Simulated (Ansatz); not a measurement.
## C₂H₃Se, SMILES C=C[Se]: a search for lower mean-field states

Program: Ansatz 0.2.0 through its Python package.

Script `states_c2h3se.py`:
```python
# -*- coding: utf-8 -*-
"""Does a wider search find a lower mean-field state of C2H3Se?"""

import logging
import sys
import warnings

import ansatz as az
from ase import Atoms
import numpy as np

logging.basicConfig(stream=sys.stdout, format="%(levelname)s %(message)s")
logger = logging.getLogger("c2h3se")
logger.setLevel(logging.INFO)

BASIS = "def2-SVP"
XC = "B3LYP"
DISPERSION = "d4"


def main():
    warnings.simplefilter("ignore", az.DeckWarning)

    atoms = Atoms(["C", "C", "Se", "H", "H", "H"], positions=[
        (-0.4158, 0.0975, -0.5442),
        (0.2861, 0.1411, 0.532),
        (1.3283, -1.6099, 0.8103),
        (-0.4055, -0.7161, -1.2027),
        (-1.0638, 0.9993, -0.8241),
        (0.3127, 1.0241, 1.1824),
    ])
    system = az.Crystal.molecule_from_ase(atoms)
    symbols = [site.symbol for site in system.cartesian_sites]

    start = np.array([site.position_ang for site in system.cartesian_sites])
    for factor in [1.0, 1.5]:
        xyz = (start - start.mean(axis=0)) * factor
        scaled = az.Crystal.molecule()
        for symbol, place in zip(symbols, xyz):
            scaled = scaled.atom(symbol, place.tolist())
        setup = scaled.calculation()
        setup = setup.basis(gaussian=BASIS).functional(XC, dispersion=DISPERSION)
        setup = setup.spin("collinear", total=1)
        for search in ("off", "standard"):
            try:
                r = setup.scf(lower_state_search=search).run(threads=1).report
            except az.AnsatzError as error:
                logger.info(f"x{factor} search {search}: {type(error).__name__}")
                continue
            state = r["mean_field"]["state"]
            logger.info(f"all distances x{factor}, search {search:8s} E = {r['free_energy_ev']:.5f} eV  <S^2> = {abs(state['spin_squared']):.3f}  other states met: {len(r['mean_field']['others'])}")


if __name__ == "__main__":
    main()
```

```console
$ python states_c2h3se.py
INFO all distances x1.0, search off      E = -67462.09531 eV  <S^2> = 0.756  other states met: 0
INFO all distances x1.0, search standard E = -67462.09531 eV  <S^2> = 0.756  other states met: 2
INFO all distances x1.5, search off      E = -67449.35266 eV  <S^2> = 2.070  other states met: 0
INFO all distances x1.5, search standard E = -67449.35266 eV  <S^2> = 2.070  other states met: 10
```

Reading the output:
- Total energies depend on the basis set; only differences at equal settings carry meaning.
- The count of other states can hold repeated and symmetry-equivalent ends of the search; scaling all distances is a test, and for more than two atoms no physical path.
- The structure is a rough, unrelaxed start.
- The run takes the species as open-shell (spin multiplicity 2), which needn't be its ground state.
- The expectation value of S² is noticeably off S(S+1) in at least one run, so that state is spin-contaminated.
- b3lyp holds the VWN-RPA fit, as in Gaussian; the form of ORCA and Turbomole is b3lyp5.
- The whole script took 90 s on 1 thread of Arm Neoverse N1, with other jobs on the host, peak memory 0.3 GiB.
